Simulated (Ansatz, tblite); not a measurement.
# Ge19H28 atom rod (GaGe18H28): removing and adding an electron

What does removing or adding an electron cost or gain for Ge19H28 atom rod (GaGe18H28)? Each charged state is run at several levels.

The runs use Ansatz 0.2.0, Gaussian basis; as each input shows.

Levels to be run: charge +1 singlet, at the geometry of the doublet (PBE0-D4/def2-TZVP, PBE-D4/def2-TZVP, B97M-V/def2-TZVP); charge -1 singlet, at the geometry of the doublet (PBE0-D4/def2-TZVP, PBE-D4/def2-TZVP, B97M-V/def2-TZVP); the starting doublet's energies come from earlier runs.

1 further run of the same task is left out (set aside as unsound or not needed). Runs told in other sessions of the task aren't counted.

## (1) The geometry

The doublet was relaxed beforehand with PBE-D4/def2-SVP.

47 atoms, charge 0, spin multiplicity 2.

Atoms are counted from 1 here; the program's logs count them from 0.

Bond lengths: Ge1–Ge12 2.447 Å, Ge1–Ge14 2.452 Å, Ge1–H20 1.559 Å, Ge1–H21 1.559 Å, Ge2–Ge13 2.452 Å, Ge2–Ge15 2.447 Å, Ge2–H22 1.559 Å, Ge2–H23 1.559 Å, Ge3–Ge12 2.449 Å, Ge3–Ge16 2.479 Å, Ge3–H24 1.558 Å, Ge3–H25 1.562 Å, Ge4–Ge13 2.450 Å, Ge4–Ge17 2.451 Å, Ge4–H26 1.560 Å, Ge4–H27 1.558 Å, Ge5–Ge12 2.448 Å, Ge5–Ge18 2.450 Å and more. Angles: Ge12–Ge1–Ge14 108.0°, Ge12–Ge1–H20 109.2°, Ge12–Ge1–H21 109.1°, Ge14–Ge1–H20 110.0°, Ge14–Ge1–H21 112.4°, H20–Ge1–H21 108.1°, Ge13–Ge2–Ge15 108.0°, Ge13–Ge2–H22 112.4°, Ge13–Ge2–H23 109.9°, Ge15–Ge2–H22 109.1°, Ge15–Ge2–H23 109.3°, H22–Ge2–H23 108.1°, Ge12–Ge3–Ge16 111.2°, Ge12–Ge3–H24 110.7°, Ge12–Ge3–H25 111.2°, Ge16–Ge3–H24 107.6°, Ge16–Ge3–H25 108.0°, H24–Ge3–H25 108.0° and more.

## (2) Charge +1 singlet at the fixed geometry, PBE0-D4/def2-TZVP

File in.yaml:

```yaml
crystal:
  periodic: [false, false, false]
  atoms:
    - {symbol: Ge, position_ang: [-2.894131, 0.096423, -3.277781]}
    - {symbol: Ge, position_ang: [-2.895867, -0.101216, 3.283710]}
    - {symbol: Ge, position_ang: [-0.110802, -2.677930, -2.549204]}
    - {symbol: Ge, position_ang: [-0.138337, -2.892016, 2.716689]}
    - {symbol: Ge, position_ang: [0.439298, 0.022620, -5.472658]}
    - {symbol: Ge, position_ang: [-0.128906, 2.896778, -2.738846]}
    - {symbol: Ge, position_ang: [2.839664, 0.073139, -2.398111]}
    - {symbol: Ga, position_ang: [-0.670381, 0.010187, -0.003365]}
    - {symbol: Ge, position_ang: [-0.110651, 2.682016, 2.569225]}
    - {symbol: Ge, position_ang: [2.839482, -0.065825, 2.397564]}
    - {symbol: Ge, position_ang: [0.440099, -0.040558, 5.470589]}
    - {symbol: Ge, position_ang: [-1.206596, -1.354470, -4.294417]}
    - {symbol: Ge, position_ang: [-1.785997, -1.476078, 1.584053]}
    - {symbol: Ge, position_ang: [-1.779640, 1.491871, -1.597952]}
    - {symbol: Ge, position_ang: [-1.207142, 1.345409, 4.304099]}
    - {symbol: Ge, position_ang: [1.266019, -1.245141, -1.067655]}
    - {symbol: Ge, position_ang: [1.543142, -1.530840, 3.869153]}
    - {symbol: Ge, position_ang: [1.546722, 1.524642, -3.885745]}
    - {symbol: Ge, position_ang: [1.264465, 1.260451, 1.075904]}
    - {symbol: H, position_ang: [-3.986133, -0.784975, -2.599566]}
    - {symbol: H, position_ang: [-3.580181, 0.942381, -4.393248]}
    - {symbol: H, position_ang: [-3.571937, -0.960264, 4.395430]}
    - {symbol: H, position_ang: [-3.995794, 0.780315, 2.618695]}
    - {symbol: H, position_ang: [-1.167238, -3.397816, -1.658830]}
    - {symbol: H, position_ang: [0.821902, -3.767515, -3.167898]}
    - {symbol: H, position_ang: [-0.816585, -3.799102, 3.789127]}
    - {symbol: H, position_ang: [0.568147, -3.829208, 1.692401]}
    - {symbol: H, position_ang: [-0.290595, 0.839913, -6.579307]}
    - {symbol: H, position_ang: [1.499030, -0.883541, -6.167166]}
    - {symbol: H, position_ang: [-0.806370, 3.799555, -3.815094]}
    - {symbol: H, position_ang: [0.581989, 3.837429, -1.721275]}
    - {symbol: H, position_ang: [3.699636, -0.896217, -3.265393]}
    - {symbol: H, position_ang: [3.805813, 0.863793, -1.471246]}
    - {symbol: H, position_ang: [-1.164810, 3.412991, 1.685478]}
    - {symbol: H, position_ang: [0.825320, 3.763336, 3.197559]}
    - {symbol: H, position_ang: [3.810418, -0.847469, 1.468273]}
    - {symbol: H, position_ang: [3.693802, 0.899262, 3.274795]}
    - {symbol: H, position_ang: [-0.288222, -0.865836, 6.572273]}
    - {symbol: H, position_ang: [1.501287, 0.860330, 6.169873]}
    - {symbol: H, position_ang: [-1.871069, -2.352955, -5.293944]}
    - {symbol: H, position_ang: [-2.863467, -2.396783, 0.926134]}
    - {symbol: H, position_ang: [-2.855757, 2.416449, -0.943797]}
    - {symbol: H, position_ang: [-1.868886, 2.338464, 5.311212]}
    - {symbol: H, position_ang: [2.001963, -2.159548, -0.037459]}
    - {symbol: H, position_ang: [2.530697, -2.459882, 4.643907]}
    - {symbol: H, position_ang: [2.535368, 2.446561, -4.667397]}
    - {symbol: H, position_ang: [2.001254, 2.180872, 0.051195]}
basis:
  gaussian: {orbitals: def2-TZVP, fitting: {mean_field: def2-universal-jkfit}}
total_charge: 1
hamiltonian: {xc: pbe0, dispersion: d4}
scf: {omitted_lower_state_checks: [starts]}
output: {orbitals: {seedname: orbitals}}
```

Run with:

```console
$ ansatz run in.yaml --threads 11 --pin off --events-out ev --progress --plain --max-ram 110592MiB --backend cuda --devices 0, --max-vram 75GiB
```

Standard output:

```text
Functional definition: PBE0
  name "PBE0"
  cite "Adamo & Barone, J. Chem. Phys. 110, 6158 (1999) doi:10.1063/1.478522"
  cite "Perdew, Burke & Ernzerhof, Phys. Rev. Lett. 77, 3865 (1996) doi:10.1103/PhysRevLett.77.3865"
  parent pbe
  parameter a = 0.25
  parameter kappa = 0.804
  parameter beta = 0.06672455060314922
  exchange = (1 - a)*pbe_x(kappa = kappa, mu = beta*pi^2/3) + a*exact_x
  correlation = pbe_c(beta = beta)
these checks for a lower state are left out or cut short: starts
5558 factors; integrals over basis functions are off by at most 6.2e-1 eV
mean field evaluation 1: about -1070027.3702 eV, gradient 6.2e1 eV
mean field evaluation 2: about -1070027.0935 eV, gradient 6.6e1 eV
mean field evaluation 4: about -1070030.6751 eV, gradient 5.0e0 eV
mean field evaluation 8: about -1070030.7141 eV, gradient 4.1e-1 eV
mean field evaluation 16: about -1070030.7145 eV, gradient 4.7e-4 eV
mean field -1070030.71445350 eV, -39322.9034632980 hartree, gradient 5.5e-5 eV, S^2 0.000000; 0 other end points of the search recorded, 0 dependent functions left out
reference -1070030.71453731 eV, -39322.9034663779 hartree; 317, 317 occupied and 763, 763 virtual orbitals, 5558 factors
Total energy: -1070033.46909455 eV, -39323.0046944894 hartree
Checks for a lower state left out: starts
```

It took 9.5 s on 1 × H100 with 11 threads of AMD EPYC 7R13, shared host; peak host memory 1.5 GiB.

Report: HOMO -9.73 eV, LUMO -8.03 eV.

## (3) Charge +1 singlet at the fixed geometry, PBE-D4/def2-TZVP

start.molden holds the orbitals of an earlier run on this state, given as this run's starting guess.

in.yaml: that of step 2 with these lines changed.

```diff
@@ -51,5 +51,5 @@
 basis:
-  gaussian: {orbitals: def2-TZVP, fitting: {mean_field: def2-universal-jkfit}}
+  gaussian: {orbitals: def2-TZVP, fitting: {mean_field: def2-universal-jkfit}, initial_orbitals: start.molden}
 total_charge: 1
-hamiltonian: {xc: pbe0, dispersion: d4}
+hamiltonian: {xc: pbe, dispersion: d4}
 scf: {omitted_lower_state_checks: [starts]}
```

Same command.

Standard output:

```text
Functional definition: PBE
  name "PBE"
  cite "Perdew, Burke & Ernzerhof, Phys. Rev. Lett. 77, 3865 (1996) doi:10.1103/PhysRevLett.77.3865"
  parent pbe
  parameter kappa = 0.804
  parameter beta = 0.06672455060314922
  exchange = pbe_x(kappa = kappa, mu = beta*pi^2/3)
  correlation = pbe_c(beta = beta)
these checks for a lower state are left out or cut short: starts
5558 factors; integrals over basis functions are off by at most 6.2e-1 eV
mean field evaluation 1: about -1070001.4518 eV, gradient 3.5e1 eV
mean field evaluation 2: about -1070002.4820 eV, gradient 1.2e0 eV
mean field evaluation 4: about -1070002.4552 eV, gradient 1.3e-1 eV
mean field evaluation 8: about -1070002.4552 eV, gradient 1.1e-5 eV
mean field -1070002.45523449 eV, -39321.8649561543 hartree, gradient 1.1e-5 eV, S^2 0.000000; 0 other end points of the search recorded, 0 dependent functions left out
reference -1070002.45534742 eV, -39321.8649603041 hartree; 317, 317 occupied and 763, 763 virtual orbitals, 5558 factors
Total energy: -1070005.47317779 eV, -39321.9758635247 hartree
Checks for a lower state left out: starts
```

It took 6 s on 1 × H100 with 11 threads of AMD EPYC 7R13, shared host; peak host memory 1.5 GiB.

Report: HOMO -8.82 eV, LUMO -8.37 eV.

## (4) Charge +1 singlet at the fixed geometry, B97M-V/def2-TZVP

in.yaml: that of step 3 with these lines changed.

```diff
@@ -53,3 +53,3 @@
 total_charge: 1
-hamiltonian: {xc: pbe, dispersion: d4}
+hamiltonian: {xc: {name: B97M-V}}
 scf: {omitted_lower_state_checks: [starts]}
```

Same command.

Standard output, shortened:

```text
Functional definition: B97M-V
  name "B97M-V"
  cite "Mardirossian & Head-Gordon, J. Chem. Phys. 142, 074111 (2015) doi:10.1063/1.4907719"
  cite "Becke, J. Chem. Phys. 107, 8554 (1997) doi:10.1063/1.475007"
  cite "Vydrov & Van Voorhis, J. Chem. Phys. 133, 244103 (2010) doi:10.1063/1.3521275"
  # Of w^i u^j: cxij and so on, Table III.
[...]
  gx(w, u) = cx00 + cx01*u + cx02*u^2 + (cx10 + cx11*u)*w
  gss(w, u) = css00 + css02*u^2 + css10*w + (css32*w^3 + css42*w^4)*u^2
  gos(w, u) = cos00 + cos01*u + cos03*u^3 + cos10*w + cos32*w^3*u^2
[...]
      + integral(e_c_pw_mod_opposite_spin*gos(b97_w_opposite, b97_u_opposite)) + vv10(b, c)
[...]
5558 factors; integrals over basis functions are off by at most 6.2e-1 eV
[...]
mean field -1069965.64617416 eV, -39320.5122481372 hartree, gradient 2.6e-5 eV, S^2 0.000000; 0 other end points of the search recorded, 0 dependent functions left out
reference -1069965.64632812 eV, -39320.5122537950 hartree; 317, 317 occupied and 763, 763 virtual orbitals, 5558 factors
Total energy: -1069965.64632812 eV, -39320.5122537950 hartree
Checks for a lower state left out: starts
```

It took 9 s on 1 × H100 with 11 threads of AMD EPYC 7R13, shared host; peak host memory 1.8 GiB.

Report: HOMO -9.20 eV, LUMO -8.60 eV.

## (5) Vertical ionisation energy

Charged state less starting state, doublet to singlet; the starting state's energies are those of its earlier runs.

```
            level  vertical ionisation energy (eV)  time
 PBE-D4/def2-TZVP                            +6.87  16 s
 B97M-V/def2-TZVP                            +7.09  23 s
PBE0-D4/def2-TZVP                            +7.13  36 s
```

Times add the two runs; a level without a time comes out of a correlated run.

Beside −ε(HOMO) of the starting state (over both spins):

```
            level  −ε(HOMO) (eV)  by difference (eV)  mismatch (eV)
 PBE-D4/def2-TZVP           5.21                6.87          -1.66
 B97M-V/def2-TZVP           5.54                7.09          -1.55
PBE0-D4/def2-TZVP           6.09                7.13          -1.04
```

## (6) Charge -1 singlet at the fixed geometry, PBE0-D4/def2-TZVP

in.yaml: that of step 4 with these lines changed.

```diff
@@ -51,5 +51,5 @@
 basis:
-  gaussian: {orbitals: def2-TZVP, fitting: {mean_field: def2-universal-jkfit}, initial_orbitals: start.molden}
-total_charge: 1
-hamiltonian: {xc: {name: B97M-V}}
+  gaussian: {orbitals: def2-TZVP, fitting: {mean_field: def2-universal-jkfit}}
+total_charge: -1
+hamiltonian: {xc: pbe0, dispersion: d4}
 scf: {omitted_lower_state_checks: [starts]}
```

Launched as before.

Standard output, shortened:

```text
Functional definition: PBE0
  name "PBE0"
  cite "Adamo & Barone, J. Chem. Phys. 110, 6158 (1999) doi:10.1063/1.478522"
  cite "Perdew, Burke & Ernzerhof, Phys. Rev. Lett. 77, 3865 (1996) doi:10.1103/PhysRevLett.77.3865"
  parent pbe
[...]
5558 factors; integrals over basis functions are off by at most 6.2e-1 eV
[...]
mean field -1070041.06475427 eV, -39323.2838298356 hartree, gradient 2.2e-5 eV, S^2 0.000000; 0 other end points of the search recorded, 0 dependent functions left out
reference -1070041.06483427 eV, -39323.2838327756 hartree; 318, 318 occupied and 762, 762 virtual orbitals, 5558 factors
Total energy: -1070043.93901580 eV, -39323.3894569987 hartree
Checks for a lower state left out: starts
```

It took 8.5 s on 1 × H100 with 11 threads of AMD EPYC 7R13, shared host; peak host memory 1.5 GiB.

HOMO -2.31 eV, LUMO 1.72 eV.

## (7) Charge -1 singlet at the fixed geometry, PBE-D4/def2-TZVP

in.yaml: that of step 6 with these lines changed.

```diff
@@ -51,5 +51,5 @@
 basis:
-  gaussian: {orbitals: def2-TZVP, fitting: {mean_field: def2-universal-jkfit}}
+  gaussian: {orbitals: def2-TZVP, fitting: {mean_field: def2-universal-jkfit}, initial_orbitals: start.molden}
 total_charge: -1
-hamiltonian: {xc: pbe0, dispersion: d4}
+hamiltonian: {xc: pbe, dispersion: d4}
 scf: {omitted_lower_state_checks: [starts]}
```

The command is unchanged.

Standard output:

```text
Functional definition: PBE
  name "PBE"
  cite "Perdew, Burke & Ernzerhof, Phys. Rev. Lett. 77, 3865 (1996) doi:10.1103/PhysRevLett.77.3865"
  parent pbe
  parameter kappa = 0.804
  parameter beta = 0.06672455060314922
  exchange = pbe_x(kappa = kappa, mu = beta*pi^2/3)
  correlation = pbe_c(beta = beta)
these checks for a lower state are left out or cut short: starts
5558 factors; integrals over basis functions are off by at most 6.2e-1 eV
mean field evaluation 1: about -1070011.4584 eV, gradient 3.5e1 eV
mean field evaluation 2: about -1070012.4741 eV, gradient 1.2e0 eV
mean field evaluation 4: about -1070012.4409 eV, gradient 1.2e-1 eV
mean field evaluation 8: about -1070012.4410 eV, gradient 1.9e-5 eV
mean field -1070012.44098037 eV, -39322.2319255466 hartree, gradient 1.9e-5 eV, S^2 0.000000; 0 other end points of the search recorded, 0 dependent functions left out
reference -1070012.44108278 eV, -39322.2319293103 hartree; 318, 318 occupied and 762, 762 virtual orbitals, 5558 factors
Total energy: -1070015.59086796 eV, -39322.3476817804 hartree
Checks for a lower state left out: starts
```

It took 6 s on 1 × H100 with 11 threads of AMD EPYC 7R13, shared host; peak host memory 1.5 GiB.

HOMO -1.58 eV, LUMO 1.03 eV.

## (8) Charge -1 singlet at the fixed geometry, B97M-V/def2-TZVP

in.yaml: that of step 7 with these lines changed.

```diff
@@ -53,3 +53,3 @@
 total_charge: -1
-hamiltonian: {xc: pbe, dispersion: d4}
+hamiltonian: {xc: {name: B97M-V}}
 scf: {omitted_lower_state_checks: [starts]}
```

Launched as before.

Standard output, shortened:

```text
Functional definition: B97M-V
  name "B97M-V"
  cite "Mardirossian & Head-Gordon, J. Chem. Phys. 142, 074111 (2015) doi:10.1063/1.4907719"
  cite "Becke, J. Chem. Phys. 107, 8554 (1997) doi:10.1063/1.475007"
  cite "Vydrov & Van Voorhis, J. Chem. Phys. 133, 244103 (2010) doi:10.1063/1.3521275"
  # Of w^i u^j: cxij and so on, Table III.
[...]
  gx(w, u) = cx00 + cx01*u + cx02*u^2 + (cx10 + cx11*u)*w
  gss(w, u) = css00 + css02*u^2 + css10*w + (css32*w^3 + css42*w^4)*u^2
  gos(w, u) = cos00 + cos01*u + cos03*u^3 + cos10*w + cos32*w^3*u^2
[...]
      + integral(e_c_pw_mod_opposite_spin*gos(b97_w_opposite, b97_u_opposite)) + vv10(b, c)
[...]
5558 factors; integrals over basis functions are off by at most 6.2e-1 eV
[...]
mean field -1069976.09705700 eV, -39320.8963109975 hartree, gradient 1.1e-5 eV, S^2 0.000000; 0 other end points of the search recorded, 0 dependent functions left out
reference -1069976.09721189 eV, -39320.8963166898 hartree; 318, 318 occupied and 762, 762 virtual orbitals, 5558 factors
Total energy: -1069976.09721189 eV, -39320.8963166898 hartree
Checks for a lower state left out: starts
```

Wall time 9.5 s (1 × H100 with 11 threads of AMD EPYC 7R13, shared host); peak host memory 1.8 GiB.

Report: HOMO -1.81 eV, LUMO 0.97 eV.

## (9) Vertical electron affinity

Starting state less charged state (positive: the electron is bound), doublet to singlet; the starting state's energies are those of its earlier runs.

```
            level  vertical electron affinity (eV)  time
 PBE-D4/def2-TZVP                            +3.25  16 s
 B97M-V/def2-TZVP                            +3.36  24 s
PBE0-D4/def2-TZVP                            +3.34  35 s
```

Times add the two runs; a level without a time comes out of a correlated run.

Beside −ε(LUMO) of the starting state (over both spins):

```
            level  −ε(LUMO) (eV)  by difference (eV)  mismatch (eV)
 PBE-D4/def2-TZVP           4.78                3.25          +1.53
 B97M-V/def2-TZVP           4.88                3.36          +1.52
PBE0-D4/def2-TZVP           4.24                3.34          +0.90
```

## (10) Results

| quantity | value |
| --- | --- |
| vertical ionisation energy, functionals in def2-TZVP | 6.87 (PBE-D4) to 7.13 eV (PBE0-D4) |
| vertical electron affinity, functionals in def2-TZVP | 3.25 (PBE-D4) to 3.36 eV (B97M-V) |

The vertical ionisation energy spans 6.87 to 7.13 eV over the functionals. −ε(HOMO) misses the level's own difference by -1.04 eV at best (PBE0-D4) and -1.66 eV at worst (PBE-D4). The vertical electron affinity spans 3.25 to 3.36 eV over the functionals. −ε(LUMO) misses the level's own difference by +0.90 eV at best (PBE0-D4) and +1.53 eV at worst (PBE-D4). The charged states' spins were chosen beforehand and needn't be their lowest.
